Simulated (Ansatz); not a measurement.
**Sr2NiWO6 under changes of volume**

One of the cells (12.218 Å³/atom); the others are scaled copies at fixed shape and fractional positions:

```
W Sr Ni O
1.0
    -2.77855    2.77855    3.95655
     2.77855   -2.77855    3.95655
     2.77855    2.77855   -3.95655
W Sr Ni O
1 2 1 6
Direct
  0.50000 0.50000 0.00000
  0.25000 0.75000 0.50000
  0.75000 0.25000 0.50000
  0.00000 0.00000 0.00000
  0.74500 0.74500 0.00000
  0.25500 0.25500 0.00000
  0.71100 0.22700 0.93800
  0.77300 0.71100 0.48400
  0.28900 0.77300 0.06200
  0.22700 0.28900 0.51600
```

| Property | Result |
| --- | --- |
| Program | Ansatz 0.2.0 |
| Functional | PBEsol |
| Potentials or basis | Ansatz PAW |
| Cutoff | 420 eV (not typed: the program's choice for these potentials) |
| k mesh | 7 × 7 × 7 |
| Occupations | fermi-dirac, width 0.05 eV |
| Spin | collinear spin, ferromagnetic start |
| Starting moments | [0.0, 0.0, 0.0, 1.0, 0.0, 0.0, 0.0, 0.0, 0.0, 0.0] μB |

```tsv
volume (Å³/atom)	energy over the lowest point (meV/atom)	pressure (GPa)	gap on the mesh (eV)	largest force (eV/Å)
11.485	?	?	?	?
11.730	4.23	4.9	0.79	0.669
11.974	0.00	0.7	0.82	0.366
12.218	1.83	-3.0	0.84	0.399
12.463	9.05	-6.4	0.85	0.618
12.707	21.15	-9.4	0.87	0.820
12.951	37.56	-12.1	0.85	1.006
```

Problem. What does the run at 11.485 Å³/atom give?

Solution. Energy over the lowest point 15.24 meV/atom; pressure 9.6 GPa; gap on the mesh 0.77 eV; largest force 0.998 eV/Å.

Worked out: A Birch-Murnaghan fit of order 3 (a polynomial in V^(-2/3)) to the other rows has its minimum at 12.02 Å³/atom with B0 = V·E''(V) = 191 GPa and B' = 4.4 at fixed shape and positions, which overstates the stiffness. It gives 15.24 meV/atom at 11.485 Å³/atom, against the run's 15.24, and -dE/dV = 9.6 GPa, against 9.6. A parabola through the other rows of the gap, of slope 2.22 eV per unit of ln V there, extrapolates to 0.75 eV, against the run's 0.77.

Energies are extrapolated to zero smearing.

Caveats: odd divisions of the mesh miss points on the zone boundary, where band edges often lie, so the gap on the mesh can be too wide; spin-orbit coupling is left out, which moves the levels of the heavy elements; a cell with one magnetic atom can't hold antiferromagnetic order, which such compounds often take; the PAW data sets come from PBE, with cores solved anew for the run's functional, which leaves a small shift of forces and pressure; forces of over 1 eV/Å show positions far from the minimum, so gaps and moduli don't describe the material at rest (some runs).

A mesh can miss the band edges.
